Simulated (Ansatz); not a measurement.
# C3H5Ga: a ladder of functionals and wavefunction methods

Aim: compute C3H5Ga with functionals from several rungs and with coupled cluster. The yardstick is the atomisation energy at the CCSD(T) limit.

Program: Ansatz 0.2.0, Gaussian basis. Level of theory: functionals in def2-TZVPP, the program's frozen cores in correlated methods. These are calculated values, not measurements.

Plan: LDA (SPW92), PBE-D4, revPBE-D4, BLYP-D4, r2SCAN-D4, B97M-V, PBE0-D4, B3LYP-D4, r2SCANh-D4, r2SCAN0-D4, HSE06-D4, BHLYP-D4, CAM-B3LYP-D4, LC-ωPBE, ωB97X-V, ωB97M-V, B2PLYP, PBE-QIDH; CCSD(T)/def2-SVP; CCSD(T)/def2-TZVPP; MP2/def2-QZVPP; extrapolation to the limit; RPA on PBE.

## 1. The relaxed structure

All runs share one geometry, relaxed beforehand with PBE0-D4 in a triple-zeta def2 set.

9 atoms, charge 0, spin multiplicity 1.

Atoms are counted from 1 here; the program's logs count them from 0.

Bond lengths: C1–C2 1.327 Å, C1–H5 1.091 Å, C1–H6 1.085 Å, C2–C3 1.508 Å, C2–Ga4 1.902 Å, C3–Ga4 1.982 Å, C3–H7 1.094 Å, C3–H8 1.090 Å, Ga4–H9 1.538 Å. Angles: C2–C1–H5 121.4°, C2–C1–H6 121.8°, H5–C1–H6 116.7°, C1–C2–C3 132.2°, C1–C2–Ga4 146.3°, C3–C2–Ga4 70.0°, C2–C3–Ga4 64.4°, C2–C3–H7 113.7°, C2–C3–H8 119.8°, Ga4–C3–H7 107.3°, Ga4–C3–H8 132.2°, H7–C3–H8 111.5°, C2–Ga4–C3 45.6°, C2–Ga4–H9 160.8°, C3–Ga4–H9 153.5°.

As a file:

```xyz
9
charge 0, multiplicity 1
C    -0.1823    1.1684   -1.1195
C     0.0792    0.4299   -0.0487
C     0.6079   -0.9733    0.1102
Ga   -0.6112   -0.3503    1.5429
H     0.1649    0.8747   -2.1112
H    -0.7375    2.0980   -1.0520
H     1.6146   -1.0191    0.5361
H     0.4815   -1.6950   -0.6974
H    -1.4172   -0.5332    2.8397
```

## 2. LDA

This LDA is Slater exchange with PW92 correlation.

Contents of in.yaml:

```yaml
crystal:
  periodic: [false, false, false]
  atoms:
    - {symbol: C, position_ang: [-0.182269, 1.168368, -1.119466]}
    - {symbol: C, position_ang: [0.079169, 0.429886, -0.048728]}
    - {symbol: C, position_ang: [0.607941, -0.973289, 0.110191]}
    - {symbol: Ga, position_ang: [-0.611233, -0.350339, 1.542899]}
    - {symbol: H, position_ang: [0.164912, 0.874676, -2.111249]}
    - {symbol: H, position_ang: [-0.737472, 2.098001, -1.051960]}
    - {symbol: H, position_ang: [1.614579, -1.019075, 0.536071]}
    - {symbol: H, position_ang: [0.481515, -1.695028, -0.697403]}
    - {symbol: H, position_ang: [-1.417152, -0.533210, 2.839655]}
basis:
  gaussian: {orbitals: def2-TZVPP}
hamiltonian: {xc: lda}
output: {orbitals: {seedname: orbitals}}
```

Run with:

```bash
$ ansatz run in.yaml --threads 2 --pin off --events-out ev --progress --plain --max-ram 4352MiB
```

Further steps of the session: PBE-D4 (GGA); revPBE-D4 (GGA); BLYP-D4 (GGA); r2SCAN-D4 (meta-GGA); B97M-V (meta-GGA); B3LYP-D4 (hybrid); r2SCANh-D4 (hybrid); r2SCAN0-D4 (hybrid); HSE06-D4 (hybrid); BHLYP-D4 (hybrid); CAM-B3LYP-D4 (range-separated); LC-ωPBE (range-separated); ωB97X-V (range-separated); ωB97M-V (range-separated); B2PLYP (double hybrid); PBE-QIDH (double hybrid); CCSD(T) in def2-SVP; CCSD(T) in def2-TZVPP; MP2 in def2-QZVPP; RPA on PBE orbitals.

Before running them: what should the planned runs give, taken together? Wanted: atomisation energy, CCSD(T)/CBS; farthest beyond LDA; mean size of error, GGA; mean size of error, meta-GGA; mean size of error, hybrid; mean size of error, range-separated; mean size of error, double hybrid; gap, smallest and largest; T1 diagnostic.

**Answer**, as computed:

| quantity | value |
| --- | --- |
| atomisation energy, CCSD(T)/CBS | 33.584 eV |
| functionals within 0.336 eV (1.0 %) | revPBE-D4, BLYP-D4, r2SCAN-D4, B97M-V, PBE0-D4, B3LYP-D4, r2SCANh-D4, r2SCAN0-D4, CAM-B3LYP-D4, LC-ωPBE, ωB97X-V, ωB97M-V, PBE-QIDH |
| farthest beyond LDA | BHLYP-D4 (-1.124 eV) |
| mean size of error, GGA | 0.392 eV |
| mean size of error, meta-GGA | 0.238 eV |
| mean size of error, hybrid | 0.369 eV |
| mean size of error, range-separated | 0.019 eV |
| mean size of error, double hybrid | 0.210 eV |
| gap, smallest and largest | 2.45 eV (LDA (SPW92)), 8.97 eV (LC-ωPBE) |
| T1 diagnostic | 0.0136 |
| triples share of the correlation energy | 4.7 % |

What this shows: LDA overbinds by 5.236 eV (16 %). PBE-D4 misses by +0.950 eV. Double hybrids carry the basis error of their MP2 part in triple zeta, and no dispersion term here, so their miss is partly the set-up's. The rungs range-separated, double hybrid, meta-GGA miss on average by less than the doubt on the reference (0.336 eV), so they tie. Misses under about 0.336 eV are within the doubt on the reference itself, which lacks core-valence correlation, relativity and higher excitations, and its outer-core shells are covered unevenly. Hartree-Fock recovers 72 % of the binding; the rest is correlation. CCSD(T) in def2-SVP is off by -1.502 eV, worse than the median functional, from the basis alone. The gap grows from 2.4 to 9.0 eV across the functionals, mostly with the share of exact exchange. The restricted reference is unstable towards a spin-broken one. Correlated methods include outer-core shells of Ga, which these sets cover unevenly.
